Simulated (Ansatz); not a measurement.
# CH₈Al₂Si: one species, many methods

The task here is to estimate one member of a computed series from the others.

Computed with Ansatz 0.2.0, Gaussian basis. Level: functionals in def2-TZVPP, the program's frozen cores in correlated methods.

Plan: PBE-D4, r2SCAN-D4, PBE0-D4, B3LYP-D4, ωB97X-V, ωB97M-V, B2PLYP; CCSD(T)/def2-TZVPP; MP2/def2-QZVPP; extrapolation to the limit.

### The geometry

An earlier PBE0-D4 in a triple-zeta def2 set relaxation fixed the geometry.

12 atoms, charge 0, spin multiplicity 1.

Atoms are counted from 1 here; the program's logs count them from 0.

Bond lengths: C1–Al2 1.964 Å, C1–H5 1.096 Å, C1–H6 1.092 Å, C1–H7 1.096 Å, Al2–Al3 2.593 Å, Al2–Si4 2.472 Å, Al3–H8 1.597 Å, Al3–H9 1.597 Å, Si4–H10 1.493 Å, Si4–H11 1.495 Å, Si4–H12 1.494 Å. Angles: Al2–C1–H5 109.8°, Al2–C1–H6 114.5°, Al2–C1–H7 109.8°, H5–C1–H6 108.1°, H5–C1–H7 106.2°, H6–C1–H7 108.1°, C1–Al2–Al3 124.6°, C1–Al2–Si4 116.9°, Al3–Al2–Si4 118.5°, Al2–Al3–H8 122.0°, Al2–Al3–H9 122.2°, H8–Al3–H9 115.7°, Al2–Si4–H10 114.8°, Al2–Si4–H11 110.2°, Al2–Si4–H12 111.4°, H10–Si4–H11 106.9°, H10–Si4–H12 107.0°, H11–Si4–H12 106.0°.

The first run:

in.yaml reads:

```yaml
crystal:
  periodic: [false, false, false]
  atoms:
    - {symbol: C, position_ang: [-0.578042, 2.025818, -0.079003]}
    - {symbol: Al, position_ang: [-0.059343, 0.151843, 0.196055]}
    - {symbol: Al, position_ang: [-0.052416, -1.051333, 2.493412]}
    - {symbol: Si, position_ang: [0.612231, -1.128028, -1.808843]}
    - {symbol: H, position_ang: [-1.409918, 2.081109, -0.790198]}
    - {symbol: H, position_ang: [-0.874536, 2.550795, 0.830887]}
    - {symbol: H, position_ang: [0.251171, 2.577527, -0.535952]}
    - {symbol: H, position_ang: [1.234771, -1.065713, 3.438617]}
    - {symbol: H, position_ang: [-1.321021, -1.853851, 3.038086]}
    - {symbol: H, position_ang: [0.749292, -0.315402, -3.053383]}
    - {symbol: H, position_ang: [-0.390017, -2.199086, -2.097420]}
    - {symbol: H, position_ang: [1.914829, -1.828779, -1.598258]}
basis:
  gaussian: {orbitals: def2-TZVPP}
hamiltonian: {xc: pbe, dispersion: d4}
output: {forces: true, orbitals: {seedname: orbitals}}
```

Run with:

```
$ ansatz run in.yaml --threads 4 --pin off --events-out ev --progress --plain --max-ram 10444MiB
```

Among the steps run: PBE-D4 (GGA); r2SCAN-D4 (meta-GGA); PBE0-D4 (hybrid); B3LYP-D4 (hybrid); ωB97X-V (range-separated); ωB97M-V (range-separated); B2PLYP (double hybrid); CCSD(T) in def2-TZVPP; MP2 in def2-QZVPP.

One table of the session follows, with a row left open; its other results are not shown here.

```
            method  atomisation energy (eV)
            PBE-D4                   35.846
         r2SCAN-D4                   36.185
           PBE0-D4                   35.791
          B3LYP-D4                   36.015
           ωB97X-V                   36.370
           ωB97M-V                   36.015
            B2PLYP                        ?
     HF/def2-TZVPP                   27.669
    MP2/def2-TZVPP                   35.012
   CCSD/def2-TZVPP                   35.020
CCSD(T)/def2-TZVPP                   35.335
           MP2/CBS                   35.846
       CCSD(T)/CBS                   36.170
```

Q: Estimate the row for B2PLYP from the others.

As computed: atomisation energy (eV): 35.527. In the column «atomisation energy (eV)» it lies between CCSD(T)/def2-TZVPP (35.335) and PBE0-D4 (35.791).
